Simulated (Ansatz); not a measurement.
# SiMo3: the cost of one run

Computed with Ansatz 0.2.0 (DFT PBEsol, scalar-relativistic, plane waves, PAW, unless a step's input says otherwise).

3 further runs of the same task are left out: 1 that didn't finish, 2 set aside as unsound or not needed.

### 1 Starting point

The structure is cubic, space group Pm-3n (No. 223). Conventional cell: a = 4.862 Å, b = 4.862 Å, c = 4.862 Å, α = 90.00°, β = 90.00°, γ = 90.00°. Si (site symmetry m-3) is surrounded by 12 Mo at 2.72 Å. Around Mo (site symmetry -4m2) lie 2 Mo at 2.43 Å and 4 Si at 2.72 Å.

As a file:

```cif
data_structure
_symmetry_space_group_name_H-M 'P 1'
_symmetry_Int_Tables_number 1
_cell_length_a 4.8616
_cell_length_b 4.8616
_cell_length_c 4.8616
_cell_angle_alpha 90.000
_cell_angle_beta 90.000
_cell_angle_gamma 90.000
_cell_volume 114.90
loop_
_atom_site_label
_atom_site_type_symbol
_atom_site_fract_x
_atom_site_fract_y
_atom_site_fract_z
_atom_site_occupancy
Si1 Si 0.00000 0.00000 0.00000 1
Si2 Si 0.50000 0.50000 0.50000 1
Mo1 Mo 0.25000 0.00000 0.50000 1
Mo2 Mo 0.50000 0.75000 0.00000 1
Mo3 Mo 0.75000 0.00000 0.50000 1
Mo4 Mo 0.50000 0.25000 0.00000 1
Mo5 Mo 0.00000 0.50000 0.75000 1
Mo6 Mo 0.00000 0.50000 0.25000 1
```

It is the result of an earlier relaxation at this level (volume 14.36 Å³/atom; gap on the mesh: none (metal)).

### 2 Bulk reference on the slab's mesh

The input, input.yaml:

```yaml
crystal:
  lattice:
    - [4.8615851673, 0.0, 0.0]
    - [0.0, 4.8615851673, 0.0]
    - [0.0, 0.0, 4.8615851673]
  atoms:
    - { symbol: Si, position: [0.0, 0.0, 0.0] }
    - { symbol: Si, position: [0.5, 0.5, 0.5] }
    - { symbol: Mo, position: [0.0, 0.5, 0.25] }
    - { symbol: Mo, position: [0.25, 0.0, 0.5] }
    - { symbol: Mo, position: [0.0, 0.5, 0.75] }
    - { symbol: Mo, position: [0.75, 0.0, 0.5] }
    - { symbol: Mo, position: [0.5, 0.25, 0.0] }
    - { symbol: Mo, position: [0.5, 0.75, 0.0] }
basis:
  ecutwfc: 420
kpoints:
  mp_grid: { grid: [7, 7, 7] }
hamiltonian:
  xc: pbesol
scf:
  occupations: { method: gaussian, width: 0.1 }
output:
  forces: true
  stress: true
  eigenvalues: true
```

Run with:

```
$ ansatz run input.yaml --threads 4 --pin off --max-ram 10240MiB --backend cpu --events-out ev --progress --plain --runs-dir out
```

Q: Estimate wall time and peak memory on 4 threads of Arm Neoverse V2, shared host.

About 2 s, with a peak of 0.49 GiB.
